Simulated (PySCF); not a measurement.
# A diatomic session: WH

Aim: find the lowest electronic state of WH, scan its bond at several levels of theory, and get bond length, wavenumber and dissociation energy from each curve.

Method: H def2-TZVPPD, W def2-TZVPPD with ECP60, scalar-relativistic core potentials; program: PySCF 2.14.0.

## (1) Set-up

The job is set up so:

```json
{
  "atoms": "H, W",
  "charge": "0",
  "basis": "H def2-TZVPPD, W def2-TZVPPD with ECP60",
  "Hamiltonian": "scalar-relativistic core potentials",
  "basis functions": "76",
  "electrons treated": "15",
  "masses in u": "1.0078, 183.9509",
  "levels": "PBE0, PBE, r²SCAN, B3LYP, r²SCANh, PBEsol, revPBE, B2PLYP, CAM-B3LYP, HF, MP2, SCS-MP2, CCSD, CCSD(T)",
  "grid": "80 radial by 434 angular points",
  "occupations": "held fixed by the projection of orbital angular momentum",
  "dissociation limit": "H + W, each in its ground configuration",
  "starting distance in angstrom": "1.605",
  "values of 2S to try": "1, 3, 5, 7"
}
```

Launch:

```console
> OMP_NUM_THREADS=1 python dia.py task.json out
```

The runs that follow: First curve: PBE0; Other states along the same grid; PBE; r²SCAN; B3LYP (global hybrid GGA); r²SCANh (hybrid meta-GGA); PBEsol (GGA); revPBE (GGA); B2PLYP (double hybrid); CAM-B3LYP; UHF; MP2 and coupled cluster.

What does the calculation give? Wanted: for each run, Re; ωe; De; μ.

As calculated:

Lowest PBE0 solution found, without spin–orbit coupling: ⁶Σ⁺ (sextet), unpaired electrons σ ↑, π ↑↑, δ ↑↑. State 2 has its PBE0 minimum 1.18 eV higher. State 3 has its PBE0 minimum 1.42 eV higher. State 4 has its PBE0 minimum 1.66 eV higher, as a spin-mixed determinant (⟨S²⟩ = 2.51), so this is no gap between pure states. The other levels ran on the lowest alone.

| level | Re (Å) | ωe (cm⁻¹) | De (eV) | μ (D) |
| --- | --- | --- | --- | --- |
| UHF | 1.756 | 1841 | 2.79 | 2.49 |
| UHF-MP2 | 1.692 | 1997 | 3.16 | n/a |
| UHF-SCS-MP2 | 1.701 | 1977 | 2.90 | n/a |
| UHF-CCSD | 1.715 | 1923 | 3.24 | n/a |
| UHF-CCSD(T) | 1.714 | 1919 | 3.20 | n/a |
| PBE | 1.715 | 1895 | 3.46 | 1.81 |
| PBEsol | 1.710 | 1915 | 3.66 | 1.78 |
| revPBE | 1.718 | 1882 | 3.42 | 1.84 |
| r²SCAN | 1.714 | 1910 | 3.54 | 1.99 |
| r²SCANh | 1.713 | 1918 | 3.52 | 2.05 |
| B3LYP | 1.719 | 1902 | 3.19 | 1.96 |
| PBE0 | 1.712 | 1925 | 3.44 | 2.04 |
| CAM-B3LYP | 1.720 | 1919 | 3.13 | 2.09 |
| B2PLYP | 1.712 | 1933 | 3.11 | 2.20 |

De is counted to H + W in their ground configurations. A positive dipole means H(−)W(+).

Differences from CCSD(T) in the same basis:

| level | Re (mÅ) | ωe (%) |
| --- | --- | --- |
| UHF | +43 | -4.1 |
| UHF-MP2 | -21 | +4.0 |
| UHF-SCS-MP2 | -12 | +3.0 |
| UHF-CCSD | +1 | +0.2 |
| PBE | +2 | -1.2 |
| PBEsol | -3 | -0.2 |
| revPBE | +5 | -1.9 |
| r²SCAN | 0 | -0.5 |
| r²SCANh | -1 | -0.1 |
| B3LYP | +6 | -0.9 |
| PBE0 | -2 | +0.3 |
| CAM-B3LYP | +6 | 0.0 |
| B2PLYP | -2 | +0.7 |

In words: Judged by CCSD(T) in the same basis: best bond length r²SCAN (0 mÅ), worst UHF (+43 mÅ); best wavenumber CAM-B3LYP (0.0 %), worst UHF (-4.1 %). Of the levels with a De here, UHF gives the least (2.79 eV) and PBEsol the most (3.66 eV).

Spin–orbit coupling is left out, which matters for elements this heavy, above all for dissociation energies. B2PLYP dipoles, levels and charges come from its SCF part alone. The state is the lowest single determinant that the PBE0 search found; with open d or f shells the true ground state can be another one. With spin–orbit coupling the term label itself may not hold.
